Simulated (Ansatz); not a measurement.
# TiClO, relaxed, part 2 of 2

Wanted: the geometry at rest of TiClO (a database structure at a slightly changed volume), relaxing cell and atoms at 20 GPa, and its electronic structure there.

Ansatz 0.2.0; DFT, r2SCAN, with U_eff = 2.61 eV on Ti d, collinear spin, plane waves, PAW. Relaxing cell and atoms at 20 GPa. Earlier steps stand in the parts before.

## 3. The log goes on

The log, continued:

```text
SCF iter   5: F=-8319.683226 eV  HF=-8319.683323 eV  |F-HF|=9.73e-5  |Δ(HF+E_count)|=   2.01e-4  Δρ=2.70e-4 (↑2.70e-4 ↓2.44e-4)  dr2=1.93e-4  dr2_τ=7.81e-6  dr2_m=1.27e-6  M=2.000 μB ∫|m|=2.112 μB  β_m=0.70  ethr=1.36e-6  ⟨swp⟩=2.0  Hψ=3489  notcnv=0  defer=1
SCF iter   6: F=-8319.683321 eV  HF=-8319.683315 eV  |F-HF|=6.52e-6  |Δ(HF+E_count)|=   8.19e-6  Δρ=7.73e-5 (↑7.73e-5 ↓6.39e-5)  dr2=1.09e-5  dr2_τ=2.93e-7  dr2_m=8.20e-7  M=2.000 μB ∫|m|=2.112 μB  β_m=0.85  ethr=3.87e-7  ⟨swp⟩=2.0  Hψ=3094  notcnv=0  defer=1
iter 7 did not close the SCF: its close was put off for a magnetic moment that had not settled (scf_convergence_deferred on its scf_iter line)
SCF iter   7: F=-8319.683324 eV  HF=-8319.683324 eV  |F-HF|=2.97e-7  |Δ(HF+E_count)|=   8.64e-6  Δρ=1.48e-5 (↑1.48e-5 ↓1.17e-5)  dr2=4.89e-7  dr2_τ=1.12e-8  dr2_m=2.81e-8  M=2.000 μB ∫|m|=2.113 μB  β_m=0.93  ethr=1.20e-9  ⟨swp⟩=9.7  Hψ=14746  notcnv=0
SCF iter   8: F=-8319.683324 eV  HF=-8319.683324 eV  |F-HF|=1.38e-8  |Δ(HF+E_count)|=   3.95e-7  Δρ=3.55e-6 (↑3.55e-6 ↓2.56e-6)  dr2=3.03e-8  dr2_τ=3.53e-10  dr2_m=1.52e-9  M=2.000 μB ∫|m|=2.113 μB  ethr=9.78e-10  ⟨swp⟩=6.2  Hψ=12631  notcnv=0
the search or the solves at the SCF's close seem to have found levels that the self-consistency loop had missed (the run counts 1). By its estimate they hold under 1e-12 electrons; where the run keeps them, the occupations were computed again with them
SCF 3 converged in 8 iterations: F = -8319.683324 eV  dr2 = 3.03e-8
relax step   3: F+E_penalty+E_count = -8319.68332400 eV  Δ(F+E_penalty+E_count) = +4.182e-1 eV  max|allowed force component| = 2.775e-1 eV/Å  Δτ_max = 0.1380 Å  P = +19.267 GPa  Ω = 86.454 Å³  energy of the carried Pulay correction = +6.932e-3 eV  (8 SCF iters, dr2 threshold 6.00e-7 eV, accepted)
[... 16 lines left out ...]
relax step   4: F+E_penalty+E_count = -8319.42496397 eV  Δ(F+E_penalty+E_count) = +2.584e-1 eV  max|allowed force component| = 1.192e-1 eV/Å  Δτ_max = 0.1050 Å  P = +21.776 GPa  Ω = 83.285 Å³  energy of the carried Pulay correction = +8.351e-3 eV  (8 SCF iters, dr2 threshold 6.00e-7 eV, accepted)
[... 14 lines left out ...]
relax step   5: F+E_penalty+E_count = -8319.42610716 eV  Δ(F+E_penalty+E_count) = -1.143e-3 eV  max|allowed force component| = 1.385e-1 eV/Å  Δτ_max = 0.0124 Å  P = +21.236 GPa  Ω = 82.987 Å³  energy of the carried Pulay correction = +8.487e-3 eV  (9 SCF iters, dr2 threshold 6.00e-7 eV, accepted)
[... 13 lines left out ...]
relax step   6: F+E_penalty+E_count = -8319.41221926 eV  Δ(F+E_penalty+E_count) = +1.389e-2 eV  max|allowed force component| = 7.473e-2 eV/Å  Δτ_max = 0.0307 Å  P = +20.877 GPa  Ω = 82.835 Å³  energy of the carried Pulay correction = +8.556e-3 eV  (8 SCF iters, dr2 threshold 6.00e-7 eV, accepted)
[... 13 lines left out ...]
relax step   7: F+E_penalty+E_count = -8319.46089342 eV  Δ(F+E_penalty+E_count) = -4.867e-2 eV  max|allowed force component| = 1.384e-2 eV/Å  Δτ_max = 0.0040 Å  P = +19.883 GPa  Ω = 83.217 Å³  energy of the carried Pulay correction = +8.382e-3 eV  (7 SCF iters, dr2 threshold 6.00e-7 eV, accepted)
[... 12 lines left out ...]
relax step   8: F+E_penalty+E_count = -8319.45504425 eV  Δ(F+E_penalty+E_count) = +5.849e-3 eV  max|allowed force component| = 7.316e-4 eV/Å  Δτ_max = 0.0008 Å  P = +20.001 GPa  Ω = 83.170 Å³  energy of the carried Pulay correction = +8.403e-3 eV  (6 SCF iters, dr2 threshold 4.26e-8 eV, accepted)
Basis set: ecut = 500 eV, 2097 PW (Γ), exchange–correlation on 120×100×200 points (64 copies of the dense FFT grid, shifted against one another)
Initial wavefunctions: pseudopotential atomic-orbital guess (no wavefunctions were taken with the density)
iter 1 solved again at ethr=6.47e-8 eV; its pass at ethr=3.10e-3 eV (dr2=3.23e-5 eV) is discarded
SCF iter   1: F=-8319.447677 eV  HF=-8319.447585 eV  |F-HF|=9.13e-5  |Δ(HF+E_count)|=         —  Δρ=2.90e-4 (↑2.90e-4 ↓2.76e-4)  dr2=2.30e-5  dr2_τ=4.94e-5  dr2_m=1.57e-6  M=2.000 μB ∫|m|=2.132 μB  β_m=0.30  ethr=6.47e-8  ⟨swp⟩=3.1  Hψ=14503  notcnv=0
preconditioner: auto → none  [insulator: Δε(μ)=1.859 eV  Ē_g=11.388 eV  σ=0.100 eV  W_gap=1.00  n_scr=16 (ndim 8)  ℏωp=23.7 eV  f_vac=0.005  D(μ)=0.00/eV (n_scr^D=0)  ε∞_Penn≈5.3]
SCF iter   2: F=-8319.447679 eV  HF=-8319.447641 eV  |F-HF|=3.80e-5  |Δ(HF+E_count)|=   5.60e-5  Δρ=2.02e-4 (↑2.02e-4 ↓1.92e-4)  dr2=1.12e-5  dr2_τ=5.29e-6  dr2_m=7.87e-7  M=2.000 μB ∫|m|=2.132 μB  β_m=0.63  ethr=4.60e-8  ⟨swp⟩=2.0  Hψ=3445  notcnv=0
SCF iter   3: F=-8319.447675 eV  HF=-8319.447678 eV  |F-HF|=2.92e-6  |Δ(HF+E_count)|=   3.67e-5  Δρ=3.85e-5 (↑3.85e-5 ↓3.63e-5)  dr2=3.76e-6  dr2_τ=1.33e-7  dr2_m=9.00e-9  M=2.000 μB ∫|m|=2.132 μB  β_m=0.47  ethr=2.23e-8  ⟨swp⟩=2.0  Hψ=3480  notcnv=0
SCF iter   4: F=-8319.447677 eV  HF=-8319.447677 eV  |F-HF|=7.48e-8  |Δ(HF+E_count)|=   1.27e-6  Δρ=7.72e-6 (↑7.72e-6 ↓7.43e-6)  dr2=7.18e-8  dr2_τ=8.51e-9  dr2_m=2.89e-9  M=2.000 μB ∫|m|=2.132 μB  β_m=0.56  ethr=7.52e-9  ⟨swp⟩=2.0  Hψ=3000  notcnv=0
SCF iter   5: F=-8319.447677 eV  HF=-8319.447677 eV  |F-HF|=5.69e-9  |Δ(HF+E_count)|=   1.10e-7  Δρ=2.33e-6 (↑2.33e-6 ↓2.02e-6)  dr2=3.41e-9  dr2_τ=5.17e-10  dr2_m=5.53e-10  M=2.000 μB ∫|m|=2.132 μB  β_m=0.73  ethr=1.44e-10  ⟨swp⟩=2.0  Hψ=3250  notcnv=0
SCF iter   6: F=-8319.447677 eV  HF=-8319.447677 eV  |F-HF|=6.53e-10  |Δ(HF+E_count)|=   7.35e-9  Δρ=5.79e-7 (↑5.79e-7 ↓5.27e-7)  dr2=1.11e-9  dr2_τ=2.52e-11  dr2_m=5.49e-11  M=2.000 μB ∫|m|=2.132 μB  β_m=0.65  ethr=6.83e-12  ⟨swp⟩=2.0  Hψ=3654  notcnv=0
SCF iter   7: F=-8319.447677 eV  HF=-8319.447677 eV  |F-HF|=3.75e-10  |Δ(HF+E_count)|=  1.69e-10  Δρ=3.58e-7 (↑3.58e-7 ↓2.67e-7)  dr2=4.84e-10  dr2_τ=8.07e-12  dr2_m=2.10e-11  M=2.000 μB ∫|m|=2.132 μB  β_m=0.55  ethr=2.23e-12  ⟨swp⟩=2.5  Hψ=3785  notcnv=0
SCF iter   8: F=-8319.447677 eV  HF=-8319.447677 eV  |F-HF|=2.73e-11  |Δ(HF+E_count)|=  7.28e-11  Δρ=1.78e-7 (↑1.78e-7 ↓8.71e-8)  dr2=7.87e-12  dr2_τ=9.81e-13  dr2_m=9.84e-12  M=2.000 μB ∫|m|=2.132 μB  ethr=1.00e-12  ⟨swp⟩=4.7  Hψ=9503  notcnv=0
SCF 9 converged in 8 iterations: F = -8319.447677 eV  dr2 = 7.87e-12
relax step   9: F+E_penalty+E_count = -8319.44767679 eV  Δ(F+E_penalty+E_count) = +7.367e-3 eV  max|allowed force component| = 1.424e-3 eV/Å  Δτ_max = 0.0000 Å  P = +19.998 GPa  Ω = 83.170 Å³  stress off target by 3.61e-2 GPa  SCF on the basis re-selected at this cell (its energy is not comparable with the rows above)  (8 SCF iters)
basis re-selected at this cell: Δ(F+E_penalty+E_count) = +7.367e-3 eV, ΔP = -0.003 GPa vs the last step (what re-selecting the basis moved, of the pressure what is left beyond the Pulay correction that the steps carried, after the strain that the cell walked since its last selection, with what the two solves' SCF thresholds leave and, on support functions, any second-order correction that the steps lacked; it is no measure of the basis error at this ecutwfc). The dense FFT grid was sized anew with the basis: this SCF ran on 30×25×50 points, the steps before it on 30×25×60, so part of this shift can come from that change (see relax.cell in the input reference). This SCF's stress stands 3.61e-2 GPa from its target on what of the cell is left free (relax.cell.stress_tol is 5.00e-2 GPa) and its largest allowed force component is 1.42e-3 eV/Å (relax.f_tol is 3.00e-2 eV/Å): within both
SCF converged after 8 iterations
Magnetization: 2.0000 μB (26.0000 up, 24.0000 down)
Absolute magnetization: 2.1131 μB (∫|ρ↑−ρ↓|, with the PAW one-centre terms)
Spin contamination: 0.0070 ħ² per cell (⟨S²⟩ above its minimum at these occupations)
Per-site moments (μB) at R_I (Å): [(-0.010007628779977368, 0.7917065647154907), (-0.010007628779977351, 0.7917065647154905), (0.006061520497738273, 0.9614611247900009), (0.006061520497738403, 0.9614611247900009), (0.6777711450945328, 0.7917065647154907), (0.6777711450945327, 0.7917065647154905)]
Free energy (F): -8319.447677 eV
Harris-Foulkes:  -8319.447677 eV  (|F-HF|=2.73e-11)
Internal energy: -8319.447649 eV  (E = F + TS)
E sigma→0 (E₀):  -8319.447663 eV
Entropy (-TS):   -0.000028 eV (-0.005 meV/atom)
Fermi energy:    10.438450 eV
--- Per-component energies (eV) ---
  E_band       = -426.787981
  E_kinetic    = 1235.083336
  E_local      = -3809.754398  (includes V_loc(G=0)·N_el)
  E_nonlocal   = 166.892134
  E_hartree    = 1557.480950
  E_xc         = -547.776820
  E_vxc        = -754.552305  (∫ρ·V_xc dr)
  E_hubbard    = 3.008462  (on-site DFT+U / exact-exchange correction)
  E_vhub       = -0.179364  (the Hubbard potential's part of the band-sum identity)
  E_paw        = -3767.587614  (= ΣΔE_a)
  E_vpaw       = -424.468784  (= ΣTr[D̂ρ^β])
  E_aug_tail   = 0.002356  (compensation charges beyond the density's cutoff)
  E_vtau       = 45.227191  (kinetic-family band-sum trace: ∫τ·v_τ [+ j·A + Jᵃ·Aᵃ] dr)
  E_ewald      = -3155.952445
  E_core_change = -0.843610  (= ΣΔE_core)
  E_smearing   = -0.000028  (= −TS)
  E_closure    = 0.000000  (closes the sum)
  Σ components = -8319.447677   (vs F -8319.447677, Δ=0.00e0)
--- Forces (eV/Å), atoms counted from 1 ---
  atom   1  O      0.00000000     0.00000000     0.00142360
  atom   2  O      0.00000000     0.00000000    -0.00142360
  atom   3  Cl     0.00000000     0.00000000    -0.00058086
  atom   4  Cl     0.00000000     0.00000000     0.00058086
  atom   5  Ti     0.00000000     0.00000000    -0.00110872
  atom   6  Ti     0.00000000     0.00000000     0.00110872
  max |Σ_I F_I| component: 2.17e-19 eV/Å
--- Stress (GPa, compression-positive) ---
       20.023698       0.000000       0.000000
        0.000000      20.006531       0.000000
        0.000000       0.000000      19.963948
  P = ⅓ Tr σ = 19.9981 GPa (199.981 kbar)
--- Band table (eV; the first three rows and the last of 64) ---
  k-point 0 ↑: bands = ["-50.2892", "-50.2414", "-25.7400", "-25.5968", "-25.5761", "-25.5078", "-25.4029", "-25.4019", "-11.1422", "-10.2425", "-7.4286", "-6.0825", "3.0558", "3.3858", "3.6189", "4.1139", "5.4963", "5.5203", "5.5468", "5.7336", "6.3451", "7.0142", "7.2410", "7.4485", "8.6882", "8.8744", "11.2628", "12.4089", "13.1680", "13.3512", "13.4197", "13.8841", "14.1540"]
  k-point 1 ↑: bands = ["-50.2893", "-50.2412", "-25.7400", "-25.5968", "-25.5754", "-25.5078", "-25.4035", "-25.4019", "-11.1332", "-10.2427", "-7.4895", "-6.0206", "2.7368", "3.6194", "3.9539", "4.1304", "5.1828", "5.4792", "5.6095", "6.3133", "6.3545", "6.4439", "6.9670", "7.4704", "8.5466", "9.0839", "11.2676", "12.4015", "13.0903", "13.4050", "13.5770", "14.0473", "14.1566"]
  k-point 2 ↑: bands = ["-50.2833", "-50.2417", "-25.7284", "-25.6045", "-25.5763", "-25.5492", "-25.4235", "-25.3922", "-11.0389", "-10.2691", "-7.2905", "-6.0795", "3.0629", "3.4127", "3.7469", "4.3370", "4.8711", "5.1495", "5.6716", "6.0739", "6.0748", "6.5767", "6.9749", "7.3852", "9.0467", "9.1342", "11.4429", "12.2818", "12.9737", "13.2869", "13.4860", "14.0573", "14.1815"]
  k-point 31 ↓: bands = ["-49.2378", "-49.2378", "-25.4367", "-25.4367", "-24.2525", "-24.2525", "-23.9615", "-23.9615", "-9.9085", "-9.9085", "-6.2796", "-6.2796", "2.6238", "2.6238", "3.8401", "3.8401", "4.7484", "4.7484", "4.9268", "4.9268", "5.6534", "5.6534", "6.9119", "6.9119", "12.7800", "12.7800", "13.4898", "13.4898", "14.5672", "14.5672", "14.6112", "14.6112", "15.4420"]
Occupation matrices written to <dir>
--- Relaxed structure (8 steps of the walk, 8 accepted, 1 SCFs on fresh bases) ---
  F+E_penalty+E_count = -8319.44767679 eV   max|allowed force component| = 1.424e-3 eV/Å   (the final SCF, on the basis selected at the relaxed cell)
  cell:  # Å, volume = 83.1698 Å³
    - [3.7220869442639253, 0.0, 0.0]
    - [0.0, 3.3768248292462104, 0.0]
    - [0.0, 0.0, 6.617141466959413]
  atoms:
    - { symbol: O, position: [0.75, 0.7499999999999999, 0.9350293847214014] }
    - { symbol: O, position: [0.24999999999999997, 0.24999999999999997, 0.06497061527859847] }
    - { symbol: Cl, position: [0.24999999999999997, 0.24999999999999997, 0.6212854236441333] }
    - { symbol: Cl, position: [0.75, 0.7499999999999999, 0.3787145763558663] }
    - { symbol: Ti, position: [0.24999999999999997, 0.7499999999999999, 0.8641166040581455] }
    - { symbol: Ti, position: [0.75, 0.24999999999999997, 0.1358833959418542] }
--- Löwdin populations: 6 sites ---
  site symbol       q [e]    m [muB]
     0      O      6.8059    -0.0151
     1      O      6.8059    -0.0151
     2     Cl      7.3196     0.0018
     3     Cl      7.3196     0.0018
     4     Ti     10.7726     1.0032
     5     Ti     10.7726     1.0032
  spilling = 0.004077 (of n_electrons = 50.000000)
--- Bader charges: 6 sites ---
  site symbol  charge [e]  shift [e]    m [muB]
     0      O     -1.3497     0.0012     0.0364
     1      O     -1.3497     0.0012     0.0364
     2     Cl     -0.6670     0.0001     0.0551
     3     Cl     -0.6670     0.0001     0.0551
     4     Ti      2.0168     0.0012     0.9085
     5     Ti      2.0168     0.0012     0.9085
  estimated error of the sums over rays = 4.6e-4 e
```

Run time: 3.9 min. Hardware: 2 threads of Arm Neoverse V1, shared host; peak memory 0.84 GiB.

The steps of the relaxation:

| step | energy from step 1 (eV/cell) | largest force component (eV/Å) | pressure (GPa) | volume (Å³) |
| --- | --- | --- | --- | --- |
| 1 | 0.0000 | 0.1935 | 2.17 | 103.63 |
| 2 | 0.3671 | 0.5777 | 12.65 | 92.96 |
| 3 | 0.7853 | 0.2775 | 19.27 | 86.45 |
| 4 | 1.0437 | 0.1192 | 21.78 | 83.29 |
| 5 | 1.0425 | 0.1385 | 21.24 | 82.99 |
| 6 | 1.0564 | 0.0747 | 20.88 | 82.84 |
| 7 | 1.0078 | 0.0138 | 19.88 | 83.22 |
| 8 | 1.0136 | 0.0007 | 20.00 | 83.17 |
| 9 | 1.0210 | 0.0014 | 20.00 | 83.17 |

Step 1 is the start. Step 9 repeats the geometry before on a plane-wave basis chosen anew for that cell, so the energy can jump there without any move; the table keeps such jumps.

| input's cell | before | after | change |
| --- | --- | --- | --- |
| a (Å) | 3.802 | 3.722 | -2.1 % |
| b (Å) | 3.375 | 3.377 | +0.1 % |
| c (Å) | 8.078 | 6.617 | -18.1 % |
| volume (Å³/atom) | 17.27 | 13.86 | -19.7 % |

The largest move, 0.31 Å, apart from the change of the cell, is shared by several atoms, Cl3 among them.

With a target pressure of 20 GPa the walk minimises the enthalpy, not the energy.

## 4. Total and projected density of states

States per cell by energy window, from dos.tsv and pdos.tsv (tetrahedra; eV from the Fermi level):

| from | to | total | up | down | Cl p | O p | Ti d |
| --- | --- | --- | --- | --- | --- | --- | --- |
| -8.0 | -7.0 | 2.79 | 1.73 | 1.06 | 0.46 | 1.64 | 0.45 |
| -7.0 | -6.0 | 6.33 | 3.10 | 3.22 | 2.17 | 2.98 | 0.94 |
| -6.0 | -5.0 | 4.55 | 2.12 | 2.43 | 1.62 | 2.14 | 0.64 |
| -5.0 | -4.0 | 5.22 | 2.57 | 2.65 | 2.40 | 2.28 | 0.38 |
| -4.0 | -3.0 | 4.75 | 2.33 | 2.41 | 3.63 | 0.66 | 0.32 |
| -3.0 | -2.0 | 0.36 | 0.14 | 0.22 | 0.29 | 0.04 | 0.02 |
| -2.0 | -1.0 | 2.00 | 2.00 | 0.00 | 0.19 | 0.18 | 1.59 |
| -1.0 | 0.0 | 0.00 | 0.00 | 0.00 | 0.00 | 0.00 | 0.00 |
| 0.0 | 1.0 | 0.02 | 0.02 | 0.00 | 0.00 | 0.00 | 0.02 |
| 1.0 | 2.0 | 1.86 | 1.59 | 0.26 | 0.04 | 0.10 | 1.65 |
| 2.0 | 3.0 | 5.76 | 2.38 | 3.38 | 0.18 | 0.28 | 5.07 |

On the mesh the valence top lies at -1.03 eV and the conduction bottom at 0.82 eV on this scale.

## 5. Charges and moments

Gathered by element (positive charge: electrons given up): Löwdin charges also hold the electrons that the projection spills.

| element | atoms | Bader charge (e) | Bader volume (Å³) | Löwdin charge (e) | Bader moment, size (μB) |
| --- | --- | --- | --- | --- | --- |
| O | 2 | -1.35 | 12.0 | -0.81 | 0.04 |
| Cl | 2 | -0.67 | 21.5 | -0.32 | 0.06 |
| Ti | 2 | +2.02 | 8.1 | +1.23 | 0.91 |

The Löwdin projection spills 0.4 % of the electrons and depends on the orbitals chosen; where it disagrees with Bader's partition, neither is an observable.

Occupation eigenvalues of the Hubbard shells:

| atom | shell | spin | eigenvalues |
| --- | --- | --- | --- |
| Ti5 | d | up | 0.11 0.13 0.20 0.26 0.99 |
| Ti5 | d | down | 0.06 0.10 0.11 0.20 0.22 |
| Ti6 | d | up | 0.11 0.13 0.20 0.26 0.99 |
| Ti6 | d | down | 0.06 0.10 0.11 0.20 0.22 |

The main site moments: Ti5 up, Ti6 up.

## 6. Maps of the fields

Maps in the plane spanned by b and c at height 0.250 along a (axes of the input's cell), one cell: b runs left to right (10 points from zero), c bottom to top (20 points), 90° apart. Inside the augmentation spheres the fields are the smooth ones.

Valence density. Ten steps from '0' (0.03 e/Å³) to '9' (9.70 e/Å³), finer at the low end (step k begins (100^(k/10) - 1)/99 of the way up):
```
3444435885
4222248998
5211258998
3333337997
3455434664
4666643223
5644653113
4633642112
4566542002
2455421001
1222210000
0000000000
0000000000
0000000000
0011000000
1233210000
2466421001
3688631001
4799742112
3677633443
```

ELF. Ten even steps from '0' (0.01) to '9' (0.90):
```
0588503883
4122147227
6100167007
1355315665
3888831771
8988982222
9844896116
9844896006
8999984004
7999971001
2788720000
0133100000
0000000000
0000000000
0133100000
2688620000
6899861001
7866872002
7844871111
4988940560
```

Atoms within 0.2 Å of the plane, in fractions of b and c: O at (0.25, 0.06), Cl at (0.25, 0.62), Ti at (0.75, 0.86).

Along short contacts, where the density is least:

| contact | length (Å) | minimum at (fraction) | density (e/Å³) | ELF |
| --- | --- | --- | --- | --- |
| O1–Ti5 | 1.919 | deep in a PAW sphere | – | – |
| Cl3–Ti5 | 2.331 | 0.55 | 0.456 | 0.16 |

```
fraction  O1–Ti5  Cl3–Ti5
     0.2    4.85     1.84
     0.3    2.38     1.58
     0.4    1.11    0.882
     0.5   0.744    0.508
     0.6    1.36    0.533
     0.7    3.82     1.93
     0.8    7.37     5.97
```

(Smooth valence density in e/Å³ at fractions of each contact.)

## 7. Outcome

What follows sums up all 2 parts.

| quantity | value |
| --- | --- |
| moves | 7 |
| largest move | 0.31 Å (Cl) |
| space group (0.01 Å), before / after | Pmmn / Pmmn |
| cell | a = 3.722 Å, b = 3.377 Å, c = 6.617 Å, α = 90.00°, β = 90.00°, γ = 90.00° |
| volume | 13.86 Å³/atom (-19.7 %) |
| pressure at the end | 20.00 GPa |
| gap (mesh) | 1.86 eV, indirect |
| least direct gap | 2.06 eV |
| gap on the mesh, spin up / down | 1.86 / 4.23 eV |
| Bader charges | O -1.35, Cl -0.67, Ti +2.02 e |
| net moment | 2.00 μB per cell |
| largest moment | 0.91 μB on Ti (Bader basin) |

In words: The volume shrank by 19.7 %, and the largest move of an atom is 0.31 Å apart from the change of the cell. The shape changed more than that tells: the edges moved by -2, +0, -18 %. The run held to 8 symmetry operations, so a lower structure without them is not ruled out. It is gapped: 1.86 eV, with the least direct gap at 2.06 eV; within 0.7 eV of the edges the states project mainly on Ti d (80 %) below and Ti d (90 %) above. Spin sits mostly on Ti (0.91 μB); the arrangement is parallel, with 2.00 μB net per cell. By Bader's partition Ti gives up most (+2.02 e) and O takes most (-1.35 e).

Keep in mind: one start, so the state may not be the lowest.
